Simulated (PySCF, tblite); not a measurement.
# C₄H₉N₃SSi₂: geometry, infrared bands and NMR shifts

Wanted: the infrared bands and NMR shifts of C₄H₉N₃SSi₂ (`CS[Si@](N)(C#N)[SiH2]CC#N`), by calculation.

Computed with tblite 0.8.0 and PySCF 2.14.0, with density-fitted response routines of our own, on a single molecule in the gas phase. Atoms count from 0, in the outputs and in this text.

### Step 1. The starting structure

19 atoms, charge 0, multiplicity 1; geometry from: force field or distance geometry start.

Bonds of the start (Å): C0–S1 1.81, S1–Si2 2.14, Si2–N3 1.81, Si2–C4 1.83, C4–N5 1.15, Si2–Si6 2.21, Si6–C7 1.86, C7–C8 1.45, C8–N9 1.16, C0–H10 1.12, C0–H11 1.11, C0–H12 1.11, N3–H13 1.03, N3–H14 1.06, Si6–H15 1.49, Si6–H16 1.46, C7–H17 1.12, C7–H18 1.12.

### Step 2. Optimising the geometry with GFN2-xTB

The job: settings as JSON, then the geometry in Å.

```
{"job": {"kind": "relax", "xc": "GFN2-xTB", "basis": "xTB"}, "charge": 0, "multiplicity": 1}
C     -2.986100     0.657800     0.782700
S     -1.243700     0.527200     1.257100
Si    -0.302900    -0.600500    -0.303100
N     -0.832500     0.179100    -1.848500
C     -1.015200    -2.283200    -0.270800
N     -1.446700    -3.348800    -0.256800
Si     1.902500    -0.668300    -0.167500
C      2.600400     0.242400     1.301300
C      2.647000     1.678600     1.099100
N      2.686700     2.830000     0.937000
H     -3.443200    -0.368300     0.756100
H     -3.532000     1.335500     1.470100
H     -3.051300     1.016300    -0.266300
H     -1.833900    -0.023700    -1.989800
H     -0.660700     1.219900    -1.740800
H      2.274800    -2.098600    -0.006200
H      2.509100    -0.172800    -1.399800
H      2.055100    -0.017700     2.240200
H      3.662900    -0.095800     1.428900
```

The run is started by

```sh
$ OMP_NUM_THREADS=1 python probes_run.py task.json out
```

The driver reads the jobs from task.json and runs them one after another.

**Question.** This job is followed by: GFN2-xTB harmonic vibrations, gas phase; GIAO PBE0/pcSseg-1 NMR shielding, non-relativistic, gas phase. Predict these results of the whole session: strongest single infrared mode (GFN2-xTB); zero-point energy (GFN2-xTB); ¹³C shifts against TMS (PBE0/pcSseg-1); ¹H shifts against TMS (PBE0/pcSseg-1, means over atoms taken as alike); ³³S shifts against CS2 (PBE0/pcSseg-1); ²⁹Si shifts against TMS (PBE0/pcSseg-1); ¹⁵N shifts against NH3 (PBE0/pcSseg-1).

As calculated:

| quantity | value |
| --- | --- |
| strongest single infrared mode (GFN2-xTB) | 2250 cm⁻¹, 409 km/mol |
| zero-point energy (GFN2-xTB) | 78.3 kcal/mol |
| ¹³C shifts against TMS (PBE0/pcSseg-1) | 126.5, 123.4, 13.4, -5.1 ppm |
| ¹H shifts against TMS (PBE0/pcSseg-1, means over atoms taken as alike) | 4.28, 4.18, 2.41, 1.95, 1.86, 1.79 ppm |
| ³³S shifts against CS2 (PBE0/pcSseg-1) | -85 ppm |
| ²⁹Si shifts against TMS (PBE0/pcSseg-1) | -25.4, -70.6 ppm |
| ¹⁵N shifts against NH3 (PBE0/pcSseg-1) | 359.3, 294.7, 32.5 ppm |

In words: Relaxing lowered the energy by 0.690 eV in 167 steps; the close pair that moved most is Si2–Si6, from 2.211 to 2.308 Å. All 51 modes are real, so the xTB geometry is a minimum. Unscaled tight-binding wavenumbers are off by several per cent, some by more. Its intensities can rank the bands wrongly. At PBE0/pcSseg-1: Shielding is most anisotropic at N5 (span 585 ppm, paramagnetic term -430 ppm).
